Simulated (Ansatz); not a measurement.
**CH₈N₂OSi: one species, many methods**

One table from this session's results is given with a row withheld; the runs are named, their logs left out.

The runs use Ansatz 0.2.0, Gaussian basis; functionals in def2-TZVPP, the program's frozen cores in correlated methods.

Plan: LDA (SPW92), PBE-D4, revPBE-D4, BLYP-D4, r2SCAN-D4, B97M-V, PBE0-D4, B3LYP-D4, r2SCANh-D4, r2SCAN0-D4, HSE06-D4, BHLYP-D4, CAM-B3LYP-D4, LC-ωPBE, ωB97X-V, ωB97M-V, B2PLYP, PBE-QIDH; CCSD(T)/def2-SVP; CCSD(T)/def2-TZVPP; MP2/def2-QZVPP; extrapolation to the limit; RPA on PBE.

### The geometry

The geometry comes from an earlier relaxation with PBE0-D4 in a triple-zeta def2 set; it is a stationary point, not always the lowest conformer.

13 atoms, charge 0, spin multiplicity 1.

Atoms are counted from 1 here; the program's logs count them from 0.

Bond lengths: N1–C2 1.421 Å, N1–H6 1.012 Å, N1–H7 1.012 Å, C2–O3 1.423 Å, C2–H8 1.096 Å, C2–H9 1.096 Å, O3–Si4 1.648 Å, Si4–N5 1.702 Å, Si4–H10 1.488 Å, Si4–H11 1.488 Å, N5–H12 1.007 Å, N5–H13 1.007 Å. Angles: C2–N1–H6 110.8°, C2–N1–H7 110.8°, H6–N1–H7 107.8°, N1–C2–O3 112.7°, N1–C2–H8 108.6°, N1–C2–H9 108.6°, O3–C2–H8 109.3°, O3–C2–H9 109.3°, H8–C2–H9 108.3°, C2–O3–Si4 123.8°, O3–Si4–N5 112.6°, O3–Si4–H10 108.7°, O3–Si4–H11 108.8°, N5–Si4–H10 108.0°, N5–Si4–H11 108.0°, H10–Si4–H11 110.7°, Si4–N5–H12 120.7°, Si4–N5–H13 120.7° and more.

The first run:

Input file in.yaml:

```yaml
crystal:
  periodic: [false, false, false]
  atoms:
    - {symbol: N, position_ang: [-2.245236, -0.222558, 1.272388]}
    - {symbol: C, position_ang: [-1.046023, -0.771268, 0.743334]}
    - {symbol: O, position_ang: [-0.241244, 0.199556, 0.083742]}
    - {symbol: Si, position_ang: [1.208098, -0.138024, -0.624158]}
    - {symbol: N, position_ang: [1.930294, 1.234797, -1.325264]}
    - {symbol: H, position_ang: [-2.041121, 0.505100, 1.945496]}
    - {symbol: H, position_ang: [-2.808975, 0.184738, 0.537182]}
    - {symbol: H, position_ang: [-1.307811, -1.566054, 0.034988]}
    - {symbol: H, position_ang: [-0.473735, -1.218221, 1.564753]}
    - {symbol: H, position_ang: [2.134707, -0.667427, 0.412919]}
    - {symbol: H, position_ang: [0.993176, -1.144403, -1.699023]}
    - {symbol: H, position_ang: [2.345952, 1.947449, -0.748449]}
    - {symbol: H, position_ang: [1.572417, 1.621514, -2.183007]}
basis:
  gaussian: {orbitals: def2-TZVPP}
hamiltonian: {xc: lda}
output: {orbitals: {seedname: orbitals}}
```

Launch:

```bash
ansatz run in.yaml --threads 4 --pin off --events-out ev --progress --plain --max-ram 10444MiB
```

Steps of the session up to this table: LDA; PBE-D4 (GGA); revPBE-D4 (GGA); BLYP-D4 (GGA); r2SCAN-D4 (meta-GGA); B97M-V (meta-GGA); PBE0-D4 (hybrid); B3LYP-D4 (hybrid); r2SCANh-D4 (hybrid); r2SCAN0-D4 (hybrid); HSE06-D4 (hybrid); BHLYP-D4 (hybrid); CAM-B3LYP-D4 (range-separated); LC-ωPBE (range-separated); ωB97X-V (range-separated); ωB97M-V (range-separated); B2PLYP (double hybrid); PBE-QIDH (double hybrid).

One of the session's tables, all rows but one given; the rest of the session is left out.

It belongs to the step «Frontier levels by functional». 

| functional | HOMO (eV) | LUMO (eV) | gap (eV) |
| --- | --- | --- | --- |
| LDA (SPW92) | -6.02 | -0.32 | 5.70 |
| PBE-D4 | -5.87 | -0.14 | 5.72 |
| revPBE-D4 | -5.81 | -0.06 | 5.74 |
| BLYP-D4 | -5.75 | -0.12 | 5.63 |
| r2SCAN-D4 | -6.19 | 0.45 | 6.64 |
| B97M-V | -6.36 | 0.02 | 6.38 |
| PBE0-D4 | -7.36 | 0.68 | 8.05 |
| B3LYP-D4 | -7.11 | 0.38 | 7.49 |
| r2SCANh-D4 | -6.75 | 0.70 | 7.45 |
| r2SCAN0-D4 | -7.59 | 1.07 | 8.66 |
| HSE06-D4 | -6.96 | 0.31 | 7.27 |
| BHLYP-D4 | -8.79 | 1.34 | 10.14 |
| CAM-B3LYP-D4 | -8.83 | 1.49 | 10.32 |
| LC-ωPBE | -10.24 | 2.77 | 13.01 |
| ωB97X-V | ? | ? | ? |
| ωB97M-V | -9.78 | 2.13 | 11.91 |

Q: Estimate the row for ωB97X-V from the others.

The run gave: HOMO (eV): -9.86; LUMO (eV): 2.57; gap (eV): 12.43. In the column «HOMO (eV)» it lies between LC-ωPBE (-10.24) and ωB97M-V (-9.78).
